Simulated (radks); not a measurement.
# Taking charge from the 5d level of Pb in fractions

An exercise on one series of results from a longer session: the logs are not shown, and one member is left open.

The numbers are computed with radks (a radial shooting solver on a logarithmic mesh, Libxc functionals) version 1 (scalar-relativistic Kohn-Sham, BLYP, spin-polarised, spherical densities, point nucleus; open shells are filled with parallel spins first), except any that are marked as measured or tabulated.

## The atom as given

* element: lead (Z = 82)
* charge: 0
* electrons: 82
* configuration: [Xe] 4f14 5d(up 5, down 5) 6s2 6p2

A shell typed twice in an input gives spin up, then spin down.

Set-up of the first run:

Settings of this run:

```text
Z 82
configuration [Xe] 4f14 5d5 5d5 6s2 6p2
relativity scalar-relativistic
functional b88,lyp
spin polarised
nucleus point
c 137.035999084
```

Steps of the session up to this table: Start: [Xe] 4f14 5d(up 5, down 5) 6s2 6p2.

One of the session's tables, all rows but one given; the rest of the session is left out.

It belongs to the step «Start: [Xe] 4f14 5d(up 5, down 5) 6s2 6p2». Sizes of the orbitals, from the radial functions (bohr):

```
  level     <r>  outermost maximum (interpolated)  90 % within  nodes
  5p up  0.9769                             0.881         1.41      3
5p down  0.9766                             0.881         1.41      3
  5d up   1.311                              1.07         2.00      2
5d down       ?                                 ?            ?      ?
  6s up   2.321                              1.97         3.42      5
6s down   2.305                              1.95         3.40      5
  6p up   3.344                              2.66         5.12      4
6p down   3.451                              2.66         5.37      4
```

Q: Estimate the row for 5d down from the others.

As computed: <r>: 1.303; outermost maximum (interpolated): 1.07; 90 % within: 1.98; nodes: 2. In the column «<r>» it lies between 5p up (0.9769) and 5d up (1.311).
